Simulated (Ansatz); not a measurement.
Below is the output of a Python script on the Ansatz DFT code, driven from Python that makes a ladder of methods at one geometry of C2H7InO, SMILES C[CH2][InH][OH]. Write a script that gives it. Level of theory (for the species named): HSE06, def2-SVP basis, multiplicity 1. The script varies functional: hse06, r2scan0, r2scan, lda.

```xyz
11

C    -1.5251    0.5526    0.3872
C    -0.4269   -0.4697    0.6313
In    1.5828    0.2036   -0.1353
O     2.2423   -0.6535   -1.7544
H    -1.3252    1.4774    0.9271
H    -1.6135    0.7874   -0.6751
H    -2.4850    0.1617    0.7308
H    -0.6200   -1.3943    0.0799
H    -0.3419   -0.7021    1.6918
H     2.7601    1.3720    0.3255
H     1.7524   -1.3349   -2.2088
```

```console
$ python methods.py
INFO:c2h7ino:functional    E (Ha)        dipole (D)   HOMO (eV)  LUMO (eV)
INFO:c2h7ino:hse06         -345.453270     2.403      -6.616     -1.310
INFO:c2h7ino:r2scan0       -345.571861     2.463      -7.182     -0.794
INFO:c2h7ino:r2scan        -345.622702     2.364      -6.042     -1.400
INFO:c2h7ino:lda           -344.005452     2.319      -5.920     -1.889
```

The script that was run (others could print the same):

`methods.py`
```python
"""C2H7InO at several levels of theory."""

from pathlib import Path
import logging
import sys

import ansatz
import numpy as np

logging.basicConfig(stream=sys.stdout, format="%(levelname)s:%(name)s:%(message)s")
logger = logging.getLogger("c2h7ino")
logger.setLevel(logging.INFO)

geometry_ang = [
    ("C", (-1.52509, 0.55259, 0.38717)),
    ("C", (-0.42689, -0.46972, 0.63135)),
    ("In", (1.58284, 0.20356, -0.13531)),
    ("O", (2.24234, -0.65353, -1.75437)),
    ("H", (-1.32517, 1.47736, 0.92712)),
    ("H", (-1.6135, 0.78736, -0.67514)),
    ("H", (-2.485, 0.16169, 0.73081)),
    ("H", (-0.62003, -1.39433, 0.07988)),
    ("H", (-0.34194, -0.70213, 1.6918)),
    ("H", (2.76008, 1.37205, 0.32553)),
    ("H", (1.75236, -1.33487, -2.20883)),
]
c2h7ino = ansatz.Crystal.molecule()
for symbol, xyz in geometry_ang:
    c2h7ino = c2h7ino.atom(symbol, xyz)

job = (
    c2h7ino.calculation()
    .basis(gaussian="def2-SVP")
    .scf(lower_state_search="off")
)

logger.info("functional    E (Ha)        dipole (D)   HOMO (eV)  LUMO (eV)")
for name in ["hse06", "r2scan0", "r2scan", "lda"]:
    rep = job.functional(name).forces().orbitals().run(threads=1, runs_dir="runs").report
    lines = Path(rep["orbitals_path"]).read_text().splitlines()
    field_of = lambda key: [line.split("=")[1].strip() for line in lines if line.startswith(key)]
    orbitals = [(27.211386 * float(e), s, float(n)) for e, s, n in zip(field_of("Ene="), field_of("Spin="), field_of("Occup="))]
    homo = max(e for e, _, n in orbitals if n > 0.5)
    lumo = min(e for e, _, n in orbitals if n < 0.5)
    dipole = 4.803205 * np.linalg.norm(rep["charge_distribution"]["dipole_moment_e_ang"])
    logger.info(f"{name:10s} {rep['free_energy_ev'] / 27.211386246:14.6f} {dipole:9.3f} {homo:11.3f} {lumo:10.3f}")
```

Notes:
- These settings explore the input space; basis and method may be short of convergence.
- The geometry is a force-field or estimated start, not a minimum of this method, and the basis set is short of its limit. A lower total doesn't mark the better method: functionals have no common bound, and MP2 and coupled cluster aren't variational.
- def2 sets replace the cores of elements past krypton by effective core potentials.
- Levels such as HOMO and LUMO are orbital energies: with these approximate functionals they aren't the ionisation energy and electron affinity, and their gap isn't the fundamental gap.
- hse06 follows the composition of plane-wave codes, whose totals differ by tens of mHa, up to about 0.1 Ha, from the form usual in Gaussian-basis programs (wpbeh).
- Wall time of the script: 20 s on 1 thread of Arm Neoverse V1 (shared host), peak memory 0.26 GiB.

(Lines on the test bed's own set-up are left out of the output.)
